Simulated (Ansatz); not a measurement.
# Si9N8O6: melt and quench

The task, for Si9N8O6: make an amorphous cell by melting and quenching in short dynamics.

All numbers below are computed with Ansatz 0.2.0 (DFT PBE, scalar-relativistic, plane waves, PAW).

**1. The structure to begin with**

The cell holds 23 atoms (N8O6Si9): a = 6.951 Å, b = 6.753 Å, c = 6.614 Å, α = 92.77°, β = 90.83°, γ = 92.47°.

It is the last frame of an earlier stage of the same melt, run at 2740 K.

Its coordinates follow in the input file.

**2. Stage at 1520 K**

One k point, a Fermi-Dirac width of 0.131 eV and a fixed cell.

input.yaml

```yaml
crystal:
  lattice:
    - [6.949431, -0.148323, -0.050825]
    - [-0.148323, 6.749033, -0.161931]
    - [-0.050825, -0.161931, 6.61157]
  atoms:
    - { symbol: Si, position: [0.84881291, 0.3755755509, 0.6915851157] }
    - { symbol: Si, position: [0.2710724762, 0.4147993332, 0.5598942924] }
    - { symbol: Si, position: [0.0930191704, 0.0259222219, 0.5519509964] }
    - { symbol: Si, position: [0.6282403255, 0.5791992131, 0.9523819011] }
    - { symbol: Si, position: [0.3733277066, 0.3356489234, 0.0854367795] }
    - { symbol: Si, position: [0.5224257304, 0.7011300472, 0.5476890011] }
    - { symbol: Si, position: [0.4880373273, 0.0909767657, 0.4001945039] }
    - { symbol: Si, position: [0.9364312928, 0.6452554383, 0.3815737228] }
    - { symbol: Si, position: [0.7906896691, 0.9454874263, 0.2354501327] }
    - { symbol: "N", position: [0.1522475718, 0.7968309357, 0.7983020018] }
    - { symbol: "N", position: [0.5298117191, 0.3533770239, 0.9034036113] }
    - { symbol: "N", position: [0.7662557612, 0.6845383096, 0.1852095635] }
    - { symbol: "N", position: [0.0424262649, 0.437698983, 0.4743376802] }
    - { symbol: "N", position: [0.2603804587, 0.1691777097, 0.6282237708] }
    - { symbol: "N", position: [0.4795645104, 0.4508161775, 0.4610616816] }
    - { symbol: "N", position: [0.0448641792, 0.8701220509, 0.3436988676] }
    - { symbol: "N", position: [0.0928972367, 0.8073112933, 0.950450392] }
    - { symbol: O, position: [0.1971865172, 0.4704386783, 0.0363353628] }
    - { symbol: O, position: [0.4160731653, 0.883500691, 0.471819932] }
    - { symbol: O, position: [0.379207215, 0.1196966052, 0.1937714177] }
    - { symbol: O, position: [0.5697398365, 0.7655104696, 0.8124878408] }
    - { symbol: O, position: [0.8840850194, 0.1242188524, 0.6845408751] }
    - { symbol: O, position: [0.7813182694, 0.7082161931, 0.5612353289] }
  symmetry: { detect: false }
basis:
  ecutwfc: 420
  xc_grid: 1
kpoints:
  mp_grid: { grid: [1, 1, 1], shift: [0.0, 0.0, 0.0] }
hamiltonian:
  xc: pbe
scf:
  occupations: { method: fermi_dirac, width: 0.131 }
  lower_state_search: "off"
  convergence: { dr2_threshold: 1.0e-05 }
output:
  forces: true
  stress: true
md:
  timestep: 2.0
  n_steps: 200
  ensemble: nvt_langevin
  friction: 0.015
  temperature: 1520.0
  initial_velocities: maxwell_boltzmann
  seed: 87929
```

Started as:

```console
$ ansatz run input.yaml --threads 2 --pin off --max-ram 5120MiB --backend cpu --events-out ev --progress --plain --runs-dir out
```

The log of the run, shortened:

```text
Warning: scf.convergence.dr2_threshold = 1e-5 eV is looser than this run's default, which is 1e-7 eV or tighter. The error in the forces grows as the threshold's square root, so leave the key out unless less accurate forces are enough
Warning: output.stress: scf.convergence.dr2_threshold = 1e-5 eV is looser than the 2.3e-9 eV advised for a printed stress (1e-10 eV for each atom of the cell: 23). What an SCF threshold leaves in a stress goes as its square root, and in the free energy as the threshold itself, and one [...]
Warning: RAYON_NUM_THREADS=2 ignored (pool sized by the plan → 2); use --threads N
band count auto-derived: 80 (N_el = 112.0; filled up to band 56; 79 by the electrons, moments and atoms)
[...]
Pseudopotentials: kind: paw
Pseudopotential: Si, paw, valence charge 4, recommended cutoff 420 eV (normal), Si.paw.azcp
Pseudopotential: N, paw, valence charge 5, recommended cutoff 420 eV (normal), N.paw.azcp
Pseudopotential: O, paw, valence charge 6, recommended cutoff 420 eV (normal), O.paw.azcp
Functional definition: PBE
[...]
Crystal: 23 atoms, lattice volume = 309.748 Å³
Basis set: ecut = 420 eV, 6061 PW (Γ)
Bands: 80, of which v1, the nominal top of the filled ones, is band 56 counted from 1 (55 counted from 0)
Symmetry: 1 space group operations
k-points: 1
[...]
SCF iter   1: F=—  HF=-12198.539682 eV  |F-HF|=—  |Δ(HF+E_count)|=         —  Δρ=1.03e-2  dr2=4.91e-1  ethr=1.77e-3  ⟨swp⟩=6.0  Hψ=382  notcnv=0  defer=6
[...]
md step     0: t =     0.00 fs  T =  1453.9 K  F+E_penalty+E_count = -12198.43159324 eV  E_kin = 4.322454 eV  P_inst = 6.8039 GPa  (10 SCF iters)
[...]
md step     4: t =     8.00 fs  T =  1456.8 K  F+E_penalty+E_count = -12198.46440174 eV  E_kin = 4.330913 eV  P_inst = 10.0409 GPa  (8 SCF iters)
[...]
md step     8: t =    16.00 fs  T =  1941.2 K  F+E_penalty+E_count = -12199.90116981 eV  E_kin = 5.771077 eV  P_inst = 11.6292 GPa  (5 SCF iters)
[...]
md step    12: t =    24.00 fs  T =  1487.1 K  F+E_penalty+E_count = -12200.05901098 eV  E_kin = 4.421118 eV  P_inst = 6.1042 GPa  (5 SCF iters)
[...]
md step    16: t =    32.00 fs  T =  1860.4 K  F+E_penalty+E_count = -12200.29113791 eV  E_kin = 5.531000 eV  P_inst = 6.7774 GPa  (5 SCF iters)
md step    17: t =    34.00 fs  T =  1828.8 K  F+E_penalty+E_count = -12200.56706040 eV  E_kin = 5.437095 eV  P_inst = 6.1400 GPa  (5 SCF iters)
md step    18: t =    36.00 fs  T =  1959.3 K  F+E_penalty+E_count = -12201.05701119 eV  E_kin = 5.824870 eV  P_inst = 5.0413 GPa  (5 SCF iters)
```

**3. The log goes on: Langevin dynamics at 1520 K from the last frame before**

Output, continued, shortened:

```text
md step    19: t =    38.00 fs  T =  1910.0 K  F+E_penalty+E_count = -12201.42907723 eV  E_kin = 5.678486 eV  P_inst = 3.9361 GPa  (5 SCF iters)
[...]
md step    45: t =    90.00 fs  T =  2255.6 K  F+E_penalty+E_count = -12202.91383820 eV  E_kin = 6.705840 eV  P_inst = 6.4056 GPa  (5 SCF iters)
[...]
md step    71: t =   142.00 fs  T =  1914.2 K  F+E_penalty+E_count = -12205.20638742 eV  E_kin = 5.690975 eV  P_inst = -1.7878 GPa  (5 SCF iters)
[...]
md step    97: t =   194.00 fs  T =  1473.5 K  F+E_penalty+E_count = -12204.13799242 eV  E_kin = 4.380746 eV  P_inst = -1.6415 GPa  (5 SCF iters)
[...]
md step   122: t =   244.00 fs  T =  1494.7 K  F+E_penalty+E_count = -12205.63644270 eV  E_kin = 4.443666 eV  P_inst = -5.0992 GPa  (5 SCF iters)
md step   123: t =   246.00 fs  T =  1464.6 K  F+E_penalty+E_count = -12205.68350541 eV  E_kin = 4.354114 eV  P_inst = -4.9840 GPa  (4 SCF iters)
```

**4. More of the same log: Langevin dynamics at 1520 K from the last frame before**

Output, continued, shortened:

```text
md step   124: t =   248.00 fs  T =  1491.5 K  F+E_penalty+E_count = -12205.79514561 eV  E_kin = 4.434306 eV  P_inst = -4.1299 GPa  (5 SCF iters)
[...]
md step   143: t =   286.00 fs  T =  1302.1 K  F+E_penalty+E_count = -12204.90697888 eV  E_kin = 3.871263 eV  P_inst = 0.3621 GPa  (5 SCF iters)
[...]
md step   162: t =   324.00 fs  T =  1626.3 K  F+E_penalty+E_count = -12205.83074899 eV  E_kin = 4.834827 eV  P_inst = 2.6087 GPa  (5 SCF iters)
[...]
md step   181: t =   362.00 fs  T =  1633.8 K  F+E_penalty+E_count = -12205.52635660 eV  E_kin = 4.857308 eV  P_inst = -2.3074 GPa  (5 SCF iters)
[...]
md step   199: t =   398.00 fs  T =  1747.0 K  F+E_penalty+E_count = -12205.15203575 eV  E_kin = 5.193768 eV  P_inst = -4.9918 GPa  (5 SCF iters)
[...]
md step   200: t =   400.00 fs  T =  1623.7 K  F+E_penalty+E_count = -12205.00649732 eV  E_kin = 4.827187 eV  P_inst = -4.6850 GPa  (7 SCF iters)
SCF converged after 7 iterations
Free energy (F): -12205.006497 eV
[...]
E sigma→0 (E₀):  -12204.975547 eV
Entropy (-TS):   -0.061901 eV (-2.691 meV/atom)
Fermi energy:    5.836296 eV
[...]
--- Forces (eV/Å), atoms counted from 1 ---
  atom   1  Si     1.22536243    -0.82299174    -1.42066095
  atom   2  Si    -0.83178794    -0.18035720     1.58284065
  atom   3  Si    -0.60922737     2.34437203    -0.11652641
  atom   4  Si     0.08058152     0.96267811     3.25639337
  atom   5  Si    -0.63549873    -0.50484209    -2.78450613
  atom   6  Si     1.43789504     0.56533157    -3.45821622
  atom   7  Si    -1.08716954    -2.62558799    -0.28566115
  atom   8  Si    -1.93048933    -0.73962460    -2.88929141
[...]
--- Stress (GPa, compression-positive) ---
       -9.669136       0.124230      -1.893328
        0.124232      -4.959464      -4.448821
       -1.893335      -4.448814      -4.420135
  P = ⅓ Tr σ = -6.3496 GPa (-63.496 kbar)
--- MD trajectory: 200 steps, t = 0.0 → 400.0 fs ---
  final state: T = 1623.7 K   F+E_penalty+E_count = -12205.00649732 eV   E_kin = 4.827187 eV
```

Run time: 2.6 min. Hardware: 2 threads of Arm Neoverse V2, shared host; peak memory 0.38 GiB.

**5. Frames and traces**

The trajectory, every 8 steps (energies from step 0); msd is the mean square displacement from the start, the centre of mass held:

| time (fs) | T (K) | potential energy change (meV/atom) | pressure (GPa) | msd O (Å²) | msd N (Å²) | msd Si (Å²) |
| --- | --- | --- | --- | --- | --- | --- |
| 0.0 | 1454 | 0.0 | 6.8 | 0.000 | 0.000 | 0.000 |
| 16.0 | 1941 | -63.9 | 11.6 | 0.056 | 0.055 | 0.019 |
| 32.0 | 1860 | -80.8 | 6.8 | 0.179 | 0.113 | 0.046 |
| 48.0 | 1606 | -97.6 | 4.5 | 0.265 | 0.176 | 0.074 |
| 64.0 | 1764 | -137.4 | 4.8 | 0.294 | 0.206 | 0.102 |
| 80.0 | 1617 | -147.3 | 7.2 | 0.408 | 0.272 | 0.139 |
| 96.0 | 2308 | -217.3 | 2.2 | 0.471 | 0.347 | 0.213 |
| 112.0 | 2254 | -278.7 | -4.3 | 0.545 | 0.561 | 0.268 |
| 128.0 | 1692 | -283.8 | -2.0 | 0.660 | 0.642 | 0.326 |
| 144.0 | 1948 | -286.6 | -2.5 | 0.978 | 0.632 | 0.385 |
| 160.0 | 1773 | -235.4 | -1.6 | 1.373 | 0.626 | 0.400 |
| 176.0 | 1514 | -248.8 | -1.7 | 1.492 | 0.640 | 0.423 |
| 192.0 | 1526 | -247.3 | -1.8 | 1.484 | 0.739 | 0.437 |
| 208.0 | 1485 | -288.4 | -0.8 | 1.296 | 0.722 | 0.411 |
| 224.0 | 1695 | -326.9 | -2.0 | 1.071 | 0.626 | 0.386 |
| 240.0 | 1619 | -310.5 | -4.1 | 0.963 | 0.589 | 0.343 |
| 256.0 | 1558 | -333.7 | -0.3 | 0.928 | 0.540 | 0.333 |
| 272.0 | 1564 | -314.5 | 2.0 | 0.918 | 0.483 | 0.289 |
| 288.0 | 1468 | -279.3 | 0.4 | 0.920 | 0.515 | 0.304 |
| 304.0 | 1626 | -290.3 | -2.4 | 0.813 | 0.563 | 0.296 |
| 320.0 | 1542 | -316.4 | 0.4 | 0.814 | 0.644 | 0.244 |
| 336.0 | 1463 | -310.7 | 3.3 | 0.832 | 0.655 | 0.270 |
| 352.0 | 1392 | -297.5 | 1.8 | 0.938 | 0.656 | 0.270 |
| 368.0 | 1164 | -256.4 | 0.4 | 1.188 | 0.589 | 0.354 |
| 384.0 | 1564 | -307.9 | 0.0 | 1.160 | 0.568 | 0.388 |
| 400.0 | 1624 | -285.9 | -4.7 | 1.212 | 0.630 | 0.375 |

time (fs), T (K) and a bar:
```
      0.0       1454 #######
     18.0       1708 ################
     34.0       1829 ####################
     52.0       1550 ##########
     70.0       1815 ####################
     86.0       1967 #########################
    104.0       2105 ##############################
    122.0       2068 #############################
    140.0       1976 #########################
    156.0       1819 ####################
    174.0       1457 #######
    192.0       1526 #########
    208.0       1485 ########
    226.0       1590 ############
    244.0       1495 ########
    260.0       1632 #############
    278.0       1603 ############
    296.0       1268 
    314.0       1291 #
    330.0       1739 #################
    348.0       1401 #####
    366.0       1311 ##
    382.0       1574 ###########
    400.0       1624 #############
```

Bonds that form or break, judged by distance (formed within 1.15 times the sum of covalent radii and held on average over 12 fs, broken when stretched by half; pairs already stretched at the start don't count as bonds):

| time (fs) | bond | event |
| --- | --- | --- |
| 88.0 | Si8–O18 | forms |
| 116.0 | Si1–O23 | forms |
| 118.0 | Si5–N15 | forms |
| 120.0 | Si2–N11 | forms |
| 304.0 | Si8–N12 | breaks |

Pair distribution over the second half of the run:

| r (Å) | g Si–Si | g Si–N | g N–N |
| --- | --- | --- | --- |
| 0.68 | 0.00 | 0.00 | 0.00 |
| 0.84 | 0.00 | 0.00 | 0.00 |
| 1.00 | 0.00 | 0.00 | 1.24 |
| 1.16 | 0.00 | 0.00 | 3.11 |
| 1.32 | 0.00 | 0.00 | 0.05 |
| 1.48 | 0.00 | 0.19 | 0.00 |
| 1.64 | 0.00 | 3.46 | 0.00 |
| 1.80 | 0.00 | 5.10 | 0.00 |
| 1.96 | 0.00 | 2.39 | 0.00 |
| 2.12 | 0.00 | 0.68 | 0.00 |
| 2.28 | 0.15 | 0.21 | 0.00 |
| 2.44 | 0.54 | 0.12 | 0.40 |
| 2.60 | 0.76 | 0.24 | 1.23 |
| 2.76 | 1.35 | 0.31 | 2.12 |
| 2.92 | 2.85 | 0.38 | 2.52 |
| 3.08 | 3.27 | 0.57 | 2.57 |
| 3.24 | 2.48 | 0.82 | 1.52 |

First peaks of g(r) (not always the tallest), and, where a minimum follows, the mean number of second-named atoms round a first-named one up to the next minimum:

| pair | peak (Å) | height | minimum (Å) | neighbours |
| --- | --- | --- | --- | --- |
| Si–N | 1.80 | 5.1 | 2.36 | 2.1 |
| N–N | 1.08 | 3.3 | 1.40 | 0.2 |

**6. Snapshots as a file**

Positions (Å) and forces (eV/Å):

```xyz
23
Lattice="6.949 -0.148 -0.051 -0.148 6.749 -0.162 -0.051 -0.162 6.612" Properties=species:S:1:pos:R:3:forces:R:3 pbc="T T T" time_fs=100.0 T=2073 dE=-5.0268
Si    5.396    2.354    4.613    2.390   -0.171   -3.184
Si    1.658    2.699    4.299    0.464    2.347   -1.123
Si    0.375    0.228    3.979   -0.193    1.248    1.508
Si    4.369    3.839    6.167    0.433    1.896    0.494
Si    1.999    2.579    1.049    3.583    0.555    0.572
Si    3.750    4.719    3.517    0.734   -2.461    3.855
Si    3.436    0.996    2.977   -1.437   -1.098    0.885
Si    6.658    4.023    2.198   -3.662    2.672    4.568
Si    5.685    6.235    1.007   -0.147    1.043    1.070
N     0.509    5.548    5.310    3.329    0.584    4.572
N     2.766    3.312    6.366   -3.002   -2.633    1.468
N     5.543    4.527    0.924   -2.014   -1.410   -3.730
N     0.077    3.105    3.761   -0.527   -0.235    2.851
N     1.904    1.056    4.193   -0.636   -1.536   -0.416
N     2.738    3.413    3.139   -1.053   -1.128    0.542
N    -0.174    6.091    2.450    1.151   -0.821    0.511
N     1.025    5.530    6.369   -2.788   -0.218   -5.381
O     0.550    3.084    1.497    2.041   -2.200   -3.965
O     3.191    5.988    2.945   -0.927    5.107   -2.673
O     2.524    0.991    1.419   -0.001    2.873    0.337
O     4.058    5.276    5.288    0.143   -2.622   -1.285
O     6.102    0.827    4.950    1.628   -0.686   -1.340
O     5.189    4.131    3.248    0.492   -1.103   -0.133
23
Lattice="6.949 -0.148 -0.051 -0.148 6.749 -0.162 -0.051 -0.162 6.612" Properties=species:S:1:pos:R:3:forces:R:3 pbc="T T T" time_fs=200.0 T=1404 dE=-6.4065
Si    5.459    2.182    4.452    0.609    1.946    0.422
Si    1.694    2.933    4.365   -3.333    1.745    2.247
Si    0.422    0.168    3.733   -2.797   -0.194    1.947
Si    4.457    3.607    6.044   -1.789    1.456   -1.468
Si    1.978    3.157    1.457    1.263   -1.110   -1.706
Si    3.732    4.994    3.363   -0.372   -2.760   -0.197
Si    3.363    1.248    3.500    1.394    0.579   -4.341
Si    6.403    3.980    2.131   -1.028    0.215    1.594
Si    5.502    6.277    1.138    0.444   -0.245   -1.181
N     0.358    5.683    5.340    0.079    0.154   -3.501
N     2.331    3.070    6.201    1.442    0.263   -0.156
N     5.582    4.509    0.541   -0.810    0.617    1.241
N    -0.056    3.243    4.126    0.922    0.487    0.125
N     1.736    1.104    3.892    0.698    1.326    1.333
N     2.216    4.141    3.023    0.738    0.008    0.519
N    -0.245    5.879    2.420    0.534   -1.051   -0.685
N     0.717    5.919    6.344    1.075    0.239    2.449
O     0.348    2.820    1.686    1.348    0.374   -1.781
O     3.808    6.523    2.814   -0.383   -0.709   -0.815
O     3.135    2.059    1.864   -0.225   -1.355    0.774
O     4.109    5.088    4.886   -0.003   -1.521    3.991
O     6.012    0.623    4.476    1.365   -0.308   -0.377
O     4.925    3.891    2.917   -1.168   -0.157   -0.433
23
Lattice="6.949 -0.148 -0.051 -0.148 6.749 -0.162 -0.051 -0.162 6.612" Properties=species:S:1:pos:R:3:forces:R:3 pbc="T T T" time_fs=300.0 T=1257 dE=-5.6479
Si    5.337    2.604    4.668    0.570    0.001   -0.264
Si    1.770    2.876    4.590   -4.766   -2.043   -1.485
Si    0.265    0.412    4.118    3.826   -3.575   -3.572
Si    3.695    3.720    6.219    5.535    3.696   -0.352
Si    1.911    2.948    1.592    3.836   -1.795   -0.330
Si    3.551    4.754    3.482    0.361    3.917   -0.112
Si    3.451    1.088    3.162   -1.097   -1.595   -1.080
Si    6.638    4.158    2.696   -0.653    0.883    0.745
Si    5.327    6.350    1.267    0.445    1.362    1.052
N     0.724    5.763    5.311    0.474    0.367    5.750
N     2.382    2.699    6.114   -0.812    0.869    3.727
N     4.977    4.864    0.670   -1.980   -3.869   -1.421
N     0.057    3.589    4.349    0.275   -2.117    0.191
N     1.775    1.123    3.917   -0.454    2.218    1.554
N     2.349    3.717    3.274   -1.495   -1.991   -4.590
N    -0.237    6.075    2.613   -0.622   -1.154    0.343
N     0.968    5.683    6.453   -1.204    0.509   -5.302
O     0.382    3.279    1.496   -2.501    1.212    0.802
O     3.245    6.068    2.439    1.343    0.433    2.373
O     2.925    1.611    1.600   -0.840    1.340    0.486
O     3.346    5.056    5.072    0.920   -0.567    1.060
O     5.981    0.935    4.639   -2.462    2.392    2.065
O     4.958    3.928    3.362    1.300   -0.488   -1.648
23
Lattice="6.949 -0.148 -0.051 -0.148 6.749 -0.162 -0.051 -0.162 6.612" Properties=species:S:1:pos:R:3:forces:R:3 pbc="T T T" time_fs=400.0 T=1624 dE=-6.5749
Si    5.106    2.507    4.507    1.225   -0.823   -1.421
Si    1.423    3.054    4.500   -0.832   -0.180    1.583
Si    0.228    0.264    4.106   -0.609    2.344   -0.117
Si    3.903    3.968    5.970    0.081    0.963    3.256
Si    1.834    3.207    1.563   -0.635   -0.505   -2.785
Si    3.575    5.001    3.577    1.438    0.565   -3.458
Si    3.321    1.309    3.231   -1.087   -2.626   -0.286
Si    6.417    4.239    2.693   -1.930   -0.740   -2.889
Si    5.137    6.285    1.041    1.040    3.005    1.635
N     0.626    6.042    5.430   -0.930   -0.041    0.629
N     2.096    3.325    6.205    2.245    0.868   -0.131
N     4.706    4.765    0.875   -1.415   -4.588   -4.029
N    -0.267    3.430    4.079    1.368   -0.733    2.821
N     1.708    1.233    4.195    0.200    1.347   -0.901
N     2.115    4.289    3.211   -3.110   -3.997   -0.128
N    -0.626    6.139    2.671    1.554   -1.756    0.138
N     0.493    5.901    6.548    0.260    0.079   -0.578
O     0.103    3.182    1.430    2.015    2.234    2.176
O     3.575    6.271    2.532   -0.466    3.614    1.023
O     2.723    1.727    1.713   -0.778    2.320    0.088
O     4.114    5.491    4.976   -1.134   -1.418    2.213
O     5.938    0.986    4.745    0.137    0.299    0.122
O     4.626    3.817    3.019    1.366   -0.235    1.033
```

**7. Summary of the stages**

Means over the second half of each stage, earlier sessions' stages included (the first, hottest stages at a lower cutoff are left out); the pressure holds its kinetic part:

| thermostat (K) | duration (fs) | mean T (K) | mean P (GPa) | mean potential energy over the last stage (meV/atom) | largest msd at the end (Å²) | wall time |
| --- | --- | --- | --- | --- | --- | --- |
| 3800 | 800 | 4315 | 10.1 | 688 | 11.10 | 5.9 min |
| 2740 | 480 | 3083 | 8.7 | 422 | 2.05 | 3.5 min |
| 1520 | 400 | 1522 | 0.0 | 0 | 1.23 | 2.6 min |

**8. What came out**

```
                                quantity                             value
                          1520 K: length                 200 steps of 2 fs
1520 K: temperature, first and last step                   1454 and 1624 K
        1520 K: temperature, second half  mean 1522 K, from 1161 to 1960 K
```

What this shows: Against a set 1520 K the second half averages 1522 K with a spread of 156 K (in equilibrium 23 atoms would scatter by about 259 K, over a far longer run). The thermostat is lowered by 2280 K within 880 fs (some 3×10^15 K/s), far faster than any real quench. A run of 400 fs with 23 atoms shows the motion but fixes no equilibrium value.
